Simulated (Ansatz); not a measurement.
**GaH3 (quintet): wave-function methods side by side, aug-cc-pVDZ**

An exercise on one series of results from a longer session: the logs are not shown, and one member is left open.

Program: Ansatz 0.2.0, Gaussian basis. Level of theory: aug-cc-pVDZ, core rule «outside noble gas», up to 14 orbitals frozen. These are calculated values, not measurements.

The runs, in order: UHF; CCSD(T) on ROHF; CCSD(T) on UHF; BCCD(T) on ROHF; CISD as a restricted active space (open shells left free, so some higher excitations enter); CCSDT(Q) on ROHF; CCSDT(Q) on UHF; CCSDTQ on ROHF.

12 further runs of the same task are left out: 5 for a known fault of the program, 1 that didn't finish, 6 set aside as unsound or not needed. Runs told in other sessions of the task aren't counted.

### What is computed

The geometry is a PBE0/def2-TZVP stationary point (not a proven minimum) of the parent state, kept for this charge and spin. No spin-orbit coupling is included. The filled d shell of Ga may be among the frozen orbitals whatever the setting's name suggests.

4 atoms, charge 0, spin multiplicity 5.

Atoms are counted from 1 here; the program's logs count them from 0.

Bond lengths: Ga1–H2 1.585 Å, Ga1–H3 1.955 Å, Ga1–H4 1.955 Å, H3–H4 0.811 Å. Angles: H2–Ga1–H3 100.5°, H2–Ga1–H4 100.5°, H3–Ga1–H4 23.9°, Ga1–H3–H4 78.0°, Ga1–H4–H3 78.0°.

The first run:

Input file in.yaml:

```yaml
crystal:
  periodic: [false, false, false]
  atoms:
    - {symbol: Ga, position_ang: [0.000000, 0.027726, -0.045695]}
    - {symbol: H, position_ang: [0.000000, -1.477599, -0.541473]}
    - {symbol: H, position_ang: [0.405418, -0.220158, 1.851181]}
    - {symbol: H, position_ang: [-0.405418, -0.220158, 1.851181]}
basis:
  gaussian: {orbitals: aug-cc-pVDZ}
magnetization: {spin_polarized: true, initial_magnetization: 4}
hamiltonian: {xc: hf}
output: {orbitals: {seedname: orbitals}}
```

Command:

```console
$ ansatz run in.yaml --threads 1 --pin off --events-out ev --progress --plain --max-ram 4160MiB --backend cpu
```

Steps of the session up to this table: UHF; CCSD(T) on ROHF; CCSD(T) on UHF; BCCD(T) on ROHF; CISD as a restricted active space (open shells left free, so some higher excitations enter); CCSDT(Q) on ROHF; CCSDT(Q) on UHF; CCSDTQ on ROHF.

One of the session's tables, all rows but one given; the rest of the session is left out.

| method | from RCCSDTQ (kcal/mol) |
| --- | --- |
| ROHF | +42.94 |
| UHF | +41.49 |
| RMP2 | +11.62 |
| UMP2 | +10.78 |
| RCCSD | +1.11 |
| UCCSD | +0.31 |
| RCCSD(T) | +0.35 |
| UCCSD(T) | -0.44 |
| BCCD(T) | +0.34 |
| RCCSDT | +0.03 |
| UCCSDT | ? |
| RCCSDT(Q) | +0.01 |
| UCCSDT(Q) | -0.78 |
| RCCSDTQ | 0 |

Q: Estimate the row for UCCSDT from the others.

**Answer.** from RCCSDTQ (kcal/mol): -0.76. In the column «from RCCSDTQ (kcal/mol)» it lies between UCCSDT(Q) (-0.78) and UCCSD(T) (-0.44).

Caveats from the session: Restricted and unrestricted rows rest on different reference determinants; a gap between their highest levels can come from leftover correlation error, from unlike frozen cores or from another state.
